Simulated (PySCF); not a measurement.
# A diatomic session: RbGa

One job finds the state of RbGa, follows it along the bond with each method and fits the curves.

Program: PySCF 2.14.0. Level of theory: Rb def2-SVP with ECP28, Ga def2-SVP, scalar-relativistic core potentials. These are calculated values, not measurements.

## 1. Set-up

Settings of the job:

- atoms: Rb, Ga
- charge: 0
- basis: Rb def2-SVP with ECP28, Ga def2-SVP
- Hamiltonian: scalar-relativistic core potentials
- basis functions: 56
- electrons treated: 40
- masses in u: 84.9118, 68.9256
- levels: PBE0, PBE, r²SCAN, LDA, r²SCAN0, PBEsol, LC-ωPBE, HF, MP2, SCS-MP2
- grid: 80 radial by 434 angular points
- occupations: held fixed by the projection of orbital angular momentum
- dissociation limit: Rb + Ga, each in its ground configuration
- starting distance in angstrom: 3.265
- values of 2S to try: 0, 2

Launch:

```console
OMP_NUM_THREADS=1 python dia.py task.json out
```

The runs that follow: The PBE0 curve of the state that the search chose; Excited determinants; PBE (GGA); r²SCAN; LDA (local density); r²SCAN0 (hybrid meta-GGA); PBEsol; LC-ωPBE (range-separated hybrid); UHF (mean field).

**Question.** What will these runs give? Wanted: for each run, Re; ωe; De; μ.

The runs gave:

Lowest PBE0 solution found, without spin–orbit coupling: ³Π (triplet), unpaired electrons σ ↑, π ↑. State 2 has its PBE0 minimum 0.13 eV higher. State 3 has its PBE0 minimum 0.16 eV higher, as a spin-mixed determinant (⟨S²⟩ = 1.01), so this is no gap between pure states. State 4 has its PBE0 minimum 0.52 eV higher. The other levels ran on the lowest alone.

```tsv
level	Re (Å)	ωe (cm⁻¹)	De (eV)	μ (D)
UHF	3.702	70.6	0.131	-8.08
UHF-MP2	3.553	83.3	0.357	n/a
UHF-SCS-MP2	3.583	79.0	0.273	n/a
LDA	3.422	92.3	0.76	-5.65
PBE	3.536	84.7	0.62	-6.04
PBEsol	3.483	88.6	0.69	-6.21
r²SCAN	3.530	88.6	0.66	-7.19
PBE0	3.524	87.7	0.56	-6.93
r²SCAN0	3.520	90.3	0.60	-7.66
LC-ωPBE	3.449	101.7	0.496	-9.70
```

De is counted to Rb + Ga in their ground configurations. A positive dipole means Rb(−)Ga(+).

**Reading.** The methods spread over 0.280 Å in bond length, from LDA to UHF. Of the levels with a De here, UHF gives the least (0.131 eV) and LDA the most (0.76 eV).

Correlated steps freeze 9 core orbitals. Spin–orbit coupling is left out.
